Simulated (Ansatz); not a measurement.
# Ti, space group P6/mmm: a check of PAW against all-electron LAPW

Computed with the Ansatz DFT code, driven from Python.

Interactive session:
```pycon
>>> import ansatz as az
>>> import numpy as np
>>> from pymatgen.core import Lattice, Structure
>>> from pymatgen.io.ase import AseAtomsAdaptor
>>> def count_gap(report):
...     # lowest empty less highest filled band, counting bands; zero where they overlap
...     return max(report.get("gap_by_band_count_ev") or 0.0, 0.0)
...
>>> pmg_structure = Structure(
...     Lattice([(4.6, 0.0, 0.0), (-2.3, 3.983717, 0.0), (0.0, 0.0, 2.82)]),
...     ["Ti", "Ti", "Ti"],
...     [
...         (0.0, 0.0, 0.0),
...         (1 / 3, 2 / 3, 0.5),
...         (2 / 3, 1 / 3, 0.5),
...     ],
... )
>>> structure = az.Crystal.from_ase(AseAtomsAdaptor.get_atoms(pmg_structure))
>>> structure.resolved().sites[-1]
Site(symbol='Ti', position=(0.6666666666666666, 0.3333333333333333, 0.5), moment=None, axis=None, held=None, saved=None)
>>> calculation = (
...     structure.calculation()
...     .functional("lda")
...     .kpoints(8, 8, 12, center="gamma")
...     .occupations("Marzari-Vanderbilt", width=0.05)
...     .stress()
...     .forces()
...     .band_table()
... )
>>> variants = {
...     "PAW": calculation.pseudopotentials("paw"),
...     "LAPW": calculation.pseudopotentials("all_electron", lapw=True),
... }
>>> rows = []
>>> for label, variant in variants.items():
...     report = variant.run(threads=1, pin="off").report
...     levels = np.array(report["eigenvalues_ev"][0]) - report["fermi_energy_ev"]
...     print(label, "levels at the first k-point near E_F:", np.round(levels[np.abs(levels) < 5], 3))
...     rows.append((label, report["n_electrons"], np.trace(report["stress_gpa"]) / 3, float(np.abs(report["forces_ev_ang"]).max()), count_gap(report)))
...
DeckWarning: basis.ecutwfc = 420 eV, auto-derived from the records' recommended cutoffs: set by Ti (normal level)
PAW levels at the first k-point near E_F: [-1.932 -0.708 -0.708 -0.592 -0.592 -0.09   0.584  1.239  1.239]
LAPW levels at the first k-point near E_F: [-1.934 -0.708 -0.708 -0.592 -0.592 -0.09   0.584  1.24   1.24 ]
>>> print("     treatment  electrons in bands           P GPa  max force component eV/A  gap by band count eV")
     treatment  electrons in bands           P GPa  max force component eV/A  gap by band count eV
>>> for row in rows:
...     print(f"{str(row[0]):>14s}  {row[1]:18.1f}  {row[2]:14.3f}  {row[3]:24.4f}  {row[4]:20.3f}")
...
           PAW                36.0          -9.133                    0.0000                 0.000
          LAPW                36.0          -9.130                    0.0000                 0.000
```

PAW gives -9.133 GPa and LAPW -9.130 GPa, 0.003 GPa apart. They took 2.8 and 21.5 s of processor time.

Reading the output:
- The computed bands are complete only to about 1.0 eV above the Fermi level.
- A gap by band count of zero or less means overlapping bands, a metal.
- At these settings the cell as given stands under about -9 GPa, so it isn't at this functional's equilibrium volume.
- This isn't the structure that Ti takes at ambient conditions.
- Levels are Kohn-Sham eigenvalues on this mesh.
- Warnings are shown shortened and without file and line.
- Pressure is positive in compression; the treatments may keep other shells as core, so totals and counts of electrons can differ.
- Hardware and time: 25 s on 1 thread of Intel(R) Xeon(R) Processor @ 2.30GHz, on a shared host, peak memory 0.77 GiB.
